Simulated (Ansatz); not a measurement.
# Si3H8O2: a ladder of functionals and wavefunction methods

Aim: compute Si3H8O2 with functionals from several rungs and with coupled cluster. The yardstick is the atomisation energy at the CCSD(T) limit.

Computed with Ansatz 0.2.0, Gaussian basis. Level: functionals in def2-TZVPP, the program's frozen cores in correlated methods.

The runs, in order: PBE-D4, r2SCAN-D4, PBE0-D4, B3LYP-D4, ωB97X-V, ωB97M-V, B2PLYP; CCSD(T)/def2-TZVPP; MP2/def2-QZVPP; extrapolation to the limit.

## 1. Structure used throughout

All runs share one geometry, relaxed beforehand with PBE0-D4 in a triple-zeta def2 set.

13 atoms, charge 0, spin multiplicity 1.

Atoms are counted from 1 here; the program's logs count them from 0.

Bond lengths: O1–Si2 1.655 Å, O1–H6 0.959 Å, Si2–Si3 2.355 Å, Si2–H7 1.485 Å, Si2–H8 1.493 Å, Si3–O4 1.650 Å, Si3–H9 1.490 Å, Si3–H10 1.488 Å, O4–Si5 1.630 Å, Si5–H11 1.494 Å, Si5–H12 1.481 Å, Si5–H13 1.485 Å. Angles: Si2–O1–H6 116.9°, O1–Si2–Si3 111.1°, O1–Si2–H7 106.1°, O1–Si2–H8 111.1°, Si3–Si2–H7 110.7°, Si3–Si2–H8 109.4°, H7–Si2–H8 108.5°, Si2–Si3–O4 109.6°, Si2–Si3–H9 111.0°, Si2–Si3–H10 111.5°, O4–Si3–H9 108.9°, O4–Si3–H10 107.7°, H9–Si3–H10 108.1°, Si3–O4–Si5 143.9°, O4–Si5–H11 109.8°, O4–Si5–H12 109.0°, O4–Si5–H13 110.9°, H11–Si5–H12 108.7° and more.

## 2. PBE-D4 (GGA)

File in.yaml:

```yaml
crystal:
  periodic: [false, false, false]
  atoms:
    - {symbol: O, position_ang: [-2.115489, 0.678987, 0.535029]}
    - {symbol: Si, position_ang: [-1.157528, -0.203166, 1.556716]}
    - {symbol: Si, position_ang: [1.120473, 0.062192, 1.021089]}
    - {symbol: O, position_ang: [1.353321, -0.256872, -0.580546]}
    - {symbol: Si, position_ang: [0.730666, -0.040108, -2.070976]}
    - {symbol: H, position_ang: [-2.093801, 0.440654, -0.393877]}
    - {symbol: H, position_ang: [-1.437005, 0.305113, 2.924048]}
    - {symbol: H, position_ang: [-1.511537, -1.653066, 1.508991]}
    - {symbol: H, position_ang: [1.577508, 1.451333, 1.307328]}
    - {symbol: H, position_ang: [1.976507, -0.875043, 1.797301]}
    - {symbol: H, position_ang: [-0.747375, -0.255819, -2.039454]}
    - {symbol: H, position_ang: [1.336272, -1.027855, -2.993977]}
    - {symbol: H, position_ang: [0.988486, 1.338952, -2.556673]}
basis:
  gaussian: {orbitals: def2-TZVPP}
hamiltonian: {xc: pbe, dispersion: d4}
output: {forces: true, orbitals: {seedname: orbitals}}
```

Command:

```sh
$ ansatz run in.yaml --threads 4 --pin off --events-out ev --progress --plain --max-ram 10444MiB
```

The runs that follow: r2SCAN-D4 (meta-GGA); PBE0-D4 (hybrid); B3LYP-D4 (hybrid); ωB97X-V (range-separated); ωB97M-V (range-separated); B2PLYP (double hybrid); CCSD(T) in def2-TZVPP; MP2 in def2-QZVPP.

Before running them: what should the planned runs give, taken together? Wanted: atomisation energy, CCSD(T)/CBS; farthest; mean size of error, hybrid; mean size of error, range-separated; gap, smallest and largest; T1 diagnostic; triples share of the correlation energy.

As calculated:

| quantity | value |
| --- | --- |
| atomisation energy, CCSD(T)/CBS | 4378.9 kJ/mol |
| functionals within 21.9 kJ/mol (0.5 %) | ωB97X-V, ωB97M-V |
| farthest | PBE0-D4 (-100.5 kJ/mol) |
| mean size of error, hybrid | 66.8 kJ/mol |
| mean size of error, range-separated | 13.4 kJ/mol |
| gap, smallest and largest | 4.55 eV (PBE-D4), 10.95 eV (ωB97X-V) |
| T1 diagnostic | 0.0121 |
| triples share of the correlation energy | 3.3 % |

What this shows: PBE-D4 is off by -59.0 kJ/mol. Double hybrids carry the basis error of their MP2 part in triple zeta, and no dispersion term here, so their miss is partly the set-up's. Misses under about 21.9 kJ/mol are within the doubt on the reference itself, which lacks core-valence correlation, relativity and higher excitations. Hartree-Fock recovers 74 % of the binding; the rest is correlation. Orbital gaps span 4.5 to 11.0 eV; exact exchange widens them.
